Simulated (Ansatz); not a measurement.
Write a Python script for Ansatz 0.2.0, Python API that makes a projected density of states of Tc3Ge, space group Fm-3m. Settings: PBEsol, PAW, cutoff 530 eV, 7×7×7 k-points, cold smearing of 0.1 eV.

```
Tc Ge
1.0
     0.00000    3.05695    3.05695
     3.05695    0.00000    3.05695
     3.05695    3.05695    0.00000
Tc Ge
3 1
Cartesian
  1.5285 1.5285 1.5285
  4.5854 4.5854 4.5854
  3.0569 3.0569 3.0569
  0.0000 0.0000 0.0000
```

Script `pdos_tc3ge.py`:
```python
import sys
import warnings

import ansatz as az
import numpy as np
from pymatgen.core import Lattice, Structure
from pymatgen.io.ase import AseAtomsAdaptor

warnings.simplefilter('ignore', az.DeckWarning)

pmg_structure = Structure(
    Lattice([(0.0, 3.05695, 3.05695), (3.05695, 0.0, 3.05695), (3.05695, 3.05695, 0.0)]),
    ['Tc', 'Tc', 'Tc', 'Ge'],
    [
        (0.25, 0.25, 0.25),
        (0.75, 0.75, 0.75),
        (0.5, 0.5, 0.5),
        (0.0, 0.0, 0.0),
    ],
)
crystal = az.Crystal.from_ase(AseAtomsAdaptor.get_atoms(pmg_structure))

calculation = (
    crystal.calculation()
    .functional('PBEsol')
    .basis(530)
    .kpoints(7, 7, 7)
    .occupations('Marzari-Vanderbilt', width=0.1)
    .scf(extra_bands=14)
    .density_of_states(projected=True, method='smearing', broadening_width=0.15, energy_step=0.1)
)
try:
    out = calculation.run(threads=1, pin='off')
except az.NonConvergedError as error:
    sys.exit(f'no convergence: {error}')
except az.RefusalError as error:
    sys.exit(f'input refused: {error}')
r = out.report

dos = out.density_of_states()
energy = np.asarray(dos.energies_ev) - dos.fermi_ev
curves = {}
for site in out.projected_density_of_states().sites:
    for shell in site.shells:
        weight = sum(np.sum(curve.g_bin_mean_per_ev, axis=0) for curve in shell.curves)
        name = f'{site.species} {shell.label}'
        curves[name] = curves.get(name, 0) + weight

step = energy[1] - energy[0]
windows = [(-8, -4), (-4, 0), (0, 4)]
print('states by shell in windows of E - E_F (eV):', windows)
for name, g in curves.items():
    print(f'{name:8s}', ' '.join(f'{step * g[(energy >= a) & (energy < b)].sum():8.3f}' for a, b in windows))
filled = (energy < 0) & (energy > -8)
for name, g in curves.items():
    if g[filled].sum() * step > 0.5:
        print(f'centre of {name}: {np.average(energy[filled], weights=g[filled]):.2f} eV')
```

```console
$ python pdos_tc3ge.py
states by shell in windows of E - E_F (eV): [(-8, -4), (-4, 0), (0, 4)]
Tc 4S       0.062    0.008    0.009
Tc 5S       0.742    0.600    0.508
Tc 4P       0.060    0.095    0.021
Tc 4D       3.843   14.303    9.547
Ge 4S       0.040    0.162    0.358
Ge 4P       1.762    0.974    1.028
Ge 3D       0.002    0.006    0.001
centre of Tc 5S: -4.21 eV
centre of Tc 4D: -2.68 eV
centre of Ge 4P: -4.26 eV
```

Notes:
- Spin is left out of this run.
- For a metal this k-point mesh is coarse: on a finer one energies can move by several to tens of meV an atom and pressures by half a GPa or more, differences at one mesh by less.
- This cell is a computed structure, which may not be the phase found in nature.
- Curves are summed over the cell's atoms. Only shells that the potentials hold have channels, so projections don't add up to the total, least of all where a shell is missing (p of most metals); heights and places of peaks move with the mesh.
- The density of states is complete only as far up as bands were computed.
- A band centre counts only the states inside the window taken.
- It ran for 5.6 s on 1 thread of Arm Neoverse V1 (shared host), peak memory 0.48 GiB.

(Lines on the test bed's own set-up are left out of the output.)
